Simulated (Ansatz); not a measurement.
Born–Oppenheimer molecular dynamics of a periodic cell of 16 atoms, Li (start crystal Li, start structure bcc, volume 1.05 times the crystal's). It starts from a structure without forces on its atoms.

Theory: DFT PBE, scalar-relativistic, plane waves, PAW in Ansatz 0.2.0. Settings: accuracy low, cutoff 420 eV, k mesh 2x2x2, fermi-dirac smearing 0.16 eV, no spin polarisation.

```yaml
ensemble: NVT, Langevin thermostat
time_step: 1 fs
steps_asked: 250
set_temperature: 1800 K
friction: 0.02 /fs
seed: 78919
```

Frames 1 fs apart, positions in Å, forces in eV/Å.

Velocities at 200.0 fs (Å/ps):

```
Li 15.69 18.17 1.93
Li -4.08 -8.34 8.71
Li 9.55 1.79 10.72
Li -22.62 13.03 9.82
Li 44.50 -37.87 3.70
Li 18.35 -39.00 6.25
Li -10.33 -17.58 -45.79
Li 20.94 32.23 -1.21
Li 2.75 10.04 -6.72
Li 38.78 18.72 2.49
Li 13.58 -0.57 -16.07
Li 16.29 -32.35 7.13
Li -15.66 3.67 -12.41
Li 7.26 -40.40 8.80
Li -14.63 -25.90 16.29
Li -9.58 -14.86 -19.32
```

```xyz
16
Lattice="7.0944 0.0000 0.0000 0.0000 7.0944 0.0000 0.0000 0.0000 7.0944" Properties=species:S:1:pos:R:3:forces:R:3 time_fs=200.0 energy_less_start_eV=2.410 T=3282
Li -0.035 -0.471 0.094 -0.06 0.45 -0.43
Li 3.636 -0.838 -0.038 0.29 -0.03 0.28
Li 0.118 2.186 0.361 -0.09 0.18 -0.04
Li -0.208 -1.031 4.244 -0.02 -0.22 -0.08
Li 2.961 2.148 0.878 -0.18 -0.68 0.04
Li 4.256 3.405 -0.606 0.78 0.33 -0.40
Li 1.949 -0.330 2.469 -0.12 0.40 0.11
Li 5.324 0.724 2.522 0.02 -0.05 -0.48
Li -0.293 3.084 3.968 0.02 -0.23 -0.08
Li 1.854 4.536 1.280 0.41 -0.30 0.12
Li 1.704 0.285 5.618 0.42 0.50 -0.31
Li 3.014 2.203 3.546 -0.13 0.15 0.37
Li 6.605 5.023 1.408 -1.02 -0.83 0.67
Li 5.057 0.736 5.264 -0.11 0.17 0.23
Li 1.866 4.300 5.528 -0.25 0.08 0.06
Li 4.103 5.000 3.583 0.02 0.10 -0.05
16
Lattice="7.0944 0.0000 0.0000 0.0000 7.0944 0.0000 0.0000 0.0000 7.0944" Properties=species:S:1:pos:R:3:forces:R:3 time_fs=201.0 energy_less_start_eV=2.395 T=3111
Li -0.019 -0.454 0.094 -0.04 0.42 -0.41
Li 3.633 -0.846 -0.031 0.32 -0.03 0.26
Li 0.129 2.188 0.373 -0.06 0.18 -0.04
Li -0.231 -1.019 4.258 0.04 -0.26 -0.12
Li 3.006 2.110 0.879 -0.23 -0.64 0.06
Li 4.277 3.368 -0.602 0.76 0.37 -0.43
Li 1.939 -0.348 2.426 -0.13 0.48 0.19
Li 5.345 0.756 2.519 0.02 -0.09 -0.47
Li -0.290 3.094 3.962 0.01 -0.24 -0.08
Li 1.893 4.553 1.283 0.32 -0.43 0.10
Li 1.718 0.284 5.601 0.41 0.48 -0.30
Li 3.031 2.173 3.552 -0.14 0.16 0.36
Li 6.590 5.028 1.395 -0.96 -0.83 0.64
Li 5.065 0.696 5.273 -0.13 0.22 0.22
Li 1.851 4.276 5.543 -0.21 0.09 0.06
Li 4.094 4.985 3.564 0.03 0.10 -0.03
16
Lattice="7.0944 0.0000 0.0000 0.0000 7.0944 0.0000 0.0000 0.0000 7.0944" Properties=species:S:1:pos:R:3:forces:R:3 time_fs=202.0 energy_less_start_eV=2.394 T=3182
Li -0.003 -0.436 0.092 -0.03 0.39 -0.38
Li 3.633 -0.853 -0.026 0.34 -0.04 0.23
Li 0.140 2.190 0.384 -0.03 0.19 -0.04
Li -0.256 -1.011 4.274 0.10 -0.29 -0.16
Li 3.050 2.070 0.876 -0.28 -0.60 0.08
Li 4.301 3.334 -0.600 0.73 0.41 -0.46
Li 1.927 -0.365 2.385 -0.14 0.56 0.28
Li 5.364 0.788 2.514 0.03 -0.12 -0.46
Li -0.287 3.104 3.956 0.00 -0.24 -0.08
Li 1.935 4.568 1.286 0.23 -0.55 0.07
Li 1.731 0.282 5.582 0.40 0.46 -0.29
Li 3.046 2.145 3.558 -0.15 0.17 0.35
Li 6.577 5.034 1.383 -0.90 -0.82 0.61
Li 5.074 0.657 5.282 -0.16 0.27 0.22
Li 1.836 4.252 5.558 -0.17 0.10 0.06
Li 4.090 4.971 3.546 0.03 0.11 -0.02
16
Lattice="7.0944 0.0000 0.0000 0.0000 7.0944 0.0000 0.0000 0.0000 7.0944" Properties=species:S:1:pos:R:3:forces:R:3 time_fs=203.0 energy_less_start_eV=2.410 T=3163
Li 0.013 -0.419 0.087 -0.02 0.36 -0.36
Li 3.636 -0.863 -0.022 0.36 -0.03 0.19
Li 0.151 2.193 0.394 0.00 0.20 -0.04
Li -0.281 -1.006 4.288 0.15 -0.33 -0.19
Li 3.094 2.028 0.870 -0.33 -0.56 0.10
Li 4.325 3.305 -0.599 0.71 0.44 -0.48
Li 1.909 -0.382 2.343 -0.15 0.65 0.36
Li 5.384 0.824 2.510 0.04 -0.16 -0.44
Li -0.285 3.116 3.949 0.00 -0.25 -0.08
Li 1.976 4.585 1.288 0.16 -0.69 0.05
Li 1.742 0.281 5.562 0.39 0.43 -0.28
Li 3.060 2.118 3.567 -0.16 0.17 0.32
Li 6.564 5.040 1.374 -0.85 -0.81 0.57
Li 5.083 0.621 5.293 -0.18 0.33 0.22
Li 1.822 4.228 5.574 -0.13 0.12 0.05
Li 4.087 4.958 3.530 0.02 0.12 0.00
16
Lattice="7.0944 0.0000 0.0000 0.0000 7.0944 0.0000 0.0000 0.0000 7.0944" Properties=species:S:1:pos:R:3:forces:R:3 time_fs=204.0 energy_less_start_eV=2.441 T=3160
Li 0.025 -0.404 0.083 -0.02 0.32 -0.33
Li 3.642 -0.876 -0.019 0.37 -0.02 0.16
Li 0.162 2.200 0.407 0.02 0.20 -0.03
Li -0.305 -1.000 4.300 0.21 -0.36 -0.23
Li 3.141 1.983 0.863 -0.37 -0.52 0.12
Li 4.349 3.276 -0.598 0.69 0.47 -0.50
Li 1.889 -0.401 2.304 -0.16 0.73 0.44
Li 5.402 0.859 2.506 0.06 -0.19 -0.41
Li -0.281 3.126 3.943 -0.01 -0.25 -0.08
Li 2.015 4.600 1.289 0.09 -0.82 0.03
Li 1.752 0.279 5.543 0.38 0.40 -0.26
Li 3.074 2.089 3.575 -0.17 0.18 0.30
Li 6.547 5.044 1.365 -0.80 -0.79 0.54
Li 5.093 0.583 5.309 -0.21 0.39 0.21
Li 1.808 4.202 5.591 -0.10 0.14 0.05
Li 4.086 4.947 3.517 0.02 0.12 0.01
16
Lattice="7.0944 0.0000 0.0000 0.0000 7.0944 0.0000 0.0000 0.0000 7.0944" Properties=species:S:1:pos:R:3:forces:R:3 time_fs=205.0 energy_less_start_eV=2.481 T=2911
Li 0.034 -0.388 0.082 -0.01 0.29 -0.30
Li 3.646 -0.888 -0.019 0.38 -0.02 0.13
Li 0.173 2.209 0.420 0.04 0.19 -0.03
Li -0.327 -0.994 4.312 0.27 -0.40 -0.27
Li 3.188 1.937 0.855 -0.41 -0.49 0.13
Li 4.373 3.249 -0.598 0.67 0.50 -0.52
Li 1.869 -0.415 2.268 -0.17 0.81 0.51
Li 5.415 0.891 2.503 0.08 -0.23 -0.38
Li -0.278 3.136 3.940 -0.01 -0.25 -0.08
Li 2.051 4.615 1.291 0.03 -0.94 0.01
Li 1.760 0.277 5.523 0.37 0.37 -0.24
Li 3.087 2.062 3.585 -0.18 0.19 0.28
Li 6.525 5.043 1.355 -0.76 -0.76 0.50
Li 5.104 0.543 5.327 -0.25 0.46 0.20
Li 1.793 4.179 5.608 -0.07 0.15 0.05
Li 4.087 4.940 3.505 0.01 0.13 0.03
16
Lattice="7.0944 0.0000 0.0000 0.0000 7.0944 0.0000 0.0000 0.0000 7.0944" Properties=species:S:1:pos:R:3:forces:R:3 time_fs=206.0 energy_less_start_eV=2.533 T=2657
Li 0.042 -0.372 0.084 0.00 0.27 -0.29
Li 3.648 -0.897 -0.021 0.39 -0.03 0.10
Li 0.185 2.218 0.432 0.06 0.18 -0.03
Li -0.348 -0.990 4.323 0.32 -0.44 -0.31
Li 3.236 1.891 0.845 -0.45 -0.45 0.14
Li 4.396 3.224 -0.600 0.64 0.52 -0.54
Li 1.850 -0.425 2.235 -0.18 0.88 0.58
Li 5.425 0.919 2.502 0.10 -0.26 -0.36
Li -0.275 3.147 3.939 -0.02 -0.25 -0.08
Li 2.083 4.632 1.295 -0.01 -1.05 -0.01
Li 1.768 0.277 5.502 0.35 0.34 -0.21
Li 3.099 2.040 3.592 -0.18 0.20 0.26
Li 6.501 5.038 1.343 -0.71 -0.73 0.47
Li 5.115 0.504 5.346 -0.29 0.52 0.19
Li 1.777 4.160 5.626 -0.03 0.16 0.04
Li 4.091 4.934 3.493 0.00 0.13 0.04
16
Lattice="7.0944 0.0000 0.0000 0.0000 7.0944 0.0000 0.0000 0.0000 7.0944" Properties=species:S:1:pos:R:3:forces:R:3 time_fs=207.0 energy_less_start_eV=2.600 T=2405
Li 0.047 -0.358 0.087 0.00 0.24 -0.27
Li 3.650 -0.907 -0.021 0.40 -0.03 0.07
Li 0.199 2.227 0.441 0.08 0.17 -0.02
Li -0.367 -0.986 4.329 0.38 -0.47 -0.35
Li 3.281 1.845 0.834 -0.49 -0.42 0.15
Li 4.419 3.202 -0.602 0.61 0.54 -0.55
Li 1.830 -0.432 2.207 -0.19 0.95 0.64
Li 5.434 0.946 2.503 0.13 -0.29 -0.34
Li -0.274 3.155 3.938 -0.02 -0.26 -0.08
Li 2.115 4.651 1.299 -0.04 -1.17 -0.02
Li 1.773 0.276 5.482 0.34 0.32 -0.19
Li 3.115 2.023 3.595 -0.19 0.21 0.25
Li 6.483 5.033 1.334 -0.68 -0.70 0.43
Li 5.129 0.467 5.362 -0.33 0.59 0.18
Li 1.761 4.142 5.646 0.00 0.18 0.03
Li 4.096 4.929 3.479 -0.01 0.13 0.06
16
Lattice="7.0944 0.0000 0.0000 0.0000 7.0944 0.0000 0.0000 0.0000 7.0944" Properties=species:S:1:pos:R:3:forces:R:3 time_fs=208.0 energy_less_start_eV=2.676 T=2424
Li 0.051 -0.344 0.089 0.00 0.21 -0.25
Li 3.653 -0.920 -0.020 0.41 -0.02 0.03
Li 0.213 2.233 0.451 0.09 0.17 -0.01
Li -0.384 -0.983 4.336 0.44 -0.51 -0.39
Li 3.323 1.800 0.822 -0.51 -0.38 0.15
Li 4.446 3.183 -0.604 0.59 0.55 -0.55
Li 1.812 -0.435 2.181 -0.20 1.01 0.69
Li 5.443 0.972 2.505 0.16 -0.32 -0.32
Li -0.272 3.159 3.940 -0.02 -0.25 -0.08
Li 2.145 4.673 1.303 -0.07 -1.27 -0.02
Li 1.777 0.274 5.464 0.33 0.29 -0.17
Li 3.133 2.007 3.598 -0.20 0.21 0.24
Li 6.468 5.025 1.329 -0.64 -0.67 0.40
Li 5.145 0.429 5.381 -0.38 0.65 0.18
Li 1.746 4.122 5.667 0.02 0.19 0.02
Li 4.103 4.926 3.468 -0.01 0.14 0.08
16
Lattice="7.0944 0.0000 0.0000 0.0000 7.0944 0.0000 0.0000 0.0000 7.0944" Properties=species:S:1:pos:R:3:forces:R:3 time_fs=209.0 energy_less_start_eV=2.752 T=2281
Li 0.052 -0.328 0.090 0.00 0.16 -0.23
Li 3.656 -0.932 -0.020 0.43 -0.02 -0.01
Li 0.229 2.238 0.463 0.10 0.16 0.00
Li -0.401 -0.981 4.342 0.49 -0.55 -0.44
Li 3.363 1.754 0.810 -0.53 -0.33 0.15
Li 4.475 3.167 -0.609 0.55 0.56 -0.54
Li 1.797 -0.435 2.157 -0.22 1.06 0.74
Li 5.453 0.994 2.507 0.18 -0.35 -0.30
Li -0.271 3.161 3.944 -0.02 -0.25 -0.08
Li 2.176 4.697 1.302 -0.10 -1.37 -0.01
Li 1.782 0.273 5.449 0.32 0.27 -0.15
Li 3.151 1.992 3.603 -0.20 0.22 0.22
Li 6.452 5.015 1.324 -0.60 -0.62 0.36
Li 5.160 0.394 5.401 -0.43 0.72 0.18
Li 1.733 4.101 5.690 0.04 0.20 0.01
Li 4.109 4.921 3.458 -0.02 0.14 0.09
16
Lattice="7.0944 0.0000 0.0000 0.0000 7.0944 0.0000 0.0000 0.0000 7.0944" Properties=species:S:1:pos:R:3:forces:R:3 time_fs=210.0 energy_less_start_eV=2.825 T=2090
Li 0.052 -0.309 0.092 0.00 0.11 -0.21
Li 3.660 -0.942 -0.018 0.45 -0.02 -0.06
Li 0.248 2.237 0.476 0.11 0.17 0.01
Li -0.415 -0.980 4.348 0.55 -0.58 -0.47
Li 3.401 1.706 0.798 -0.53 -0.28 0.15
Li 4.500 3.154 -0.617 0.52 0.55 -0.53
Li 1.780 -0.434 2.135 -0.24 1.09 0.78
Li 5.463 1.014 2.509 0.21 -0.37 -0.28
Li -0.271 3.159 3.946 -0.01 -0.24 -0.07
Li 2.207 4.719 1.302 -0.12 -1.45 0.00
Li 1.790 0.275 5.436 0.30 0.24 -0.13
Li 3.168 1.978 3.606 -0.21 0.22 0.21
Li 6.438 5.004 1.319 -0.56 -0.58 0.33
Li 5.173 0.362 5.420 -0.48 0.77 0.17
Li 1.724 4.084 5.716 0.05 0.21 -0.02
Li 4.114 4.916 3.449 -0.02 0.14 0.11
16
Lattice="7.0944 0.0000 0.0000 0.0000 7.0944 0.0000 0.0000 0.0000 7.0944" Properties=species:S:1:pos:R:3:forces:R:3 time_fs=211.0 energy_less_start_eV=2.894 T=2220
Li 0.050 -0.290 0.094 -0.01 0.06 -0.20
Li 3.665 -0.955 -0.017 0.46 -0.02 -0.10
Li 0.270 2.235 0.491 0.11 0.19 0.03
Li -0.430 -0.984 4.356 0.60 -0.60 -0.50
Li 3.440 1.657 0.785 -0.53 -0.23 0.14
Li 4.521 3.143 -0.628 0.50 0.54 -0.51
Li 1.762 -0.430 2.112 -0.25 1.12 0.82
Li 5.478 1.035 2.510 0.22 -0.39 -0.25
Li -0.267 3.155 3.947 -0.01 -0.23 -0.06
Li 2.235 4.739 1.303 -0.15 -1.51 0.02
Li 1.801 0.282 5.427 0.27 0.20 -0.11
Li 3.182 1.964 3.608 -0.21 0.23 0.19
Li 6.424 4.994 1.314 -0.53 -0.55 0.30
Li 5.184 0.336 5.436 -0.51 0.82 0.17
Li 1.717 4.070 5.745 0.06 0.22 -0.04
Li 4.119 4.911 3.444 -0.03 0.15 0.12
```

Of the whole run (250 fs, mean temperature of the second half 1970 K): A run of 0.25 ps of so small a system gives no equilibrium averages. Limits of this set-up: coarse k mesh, low accuracy level.

Time of the run: 14 min on 1 thread of Arm Neoverse V2, on a shared host, peak memory 0.53 GiB.
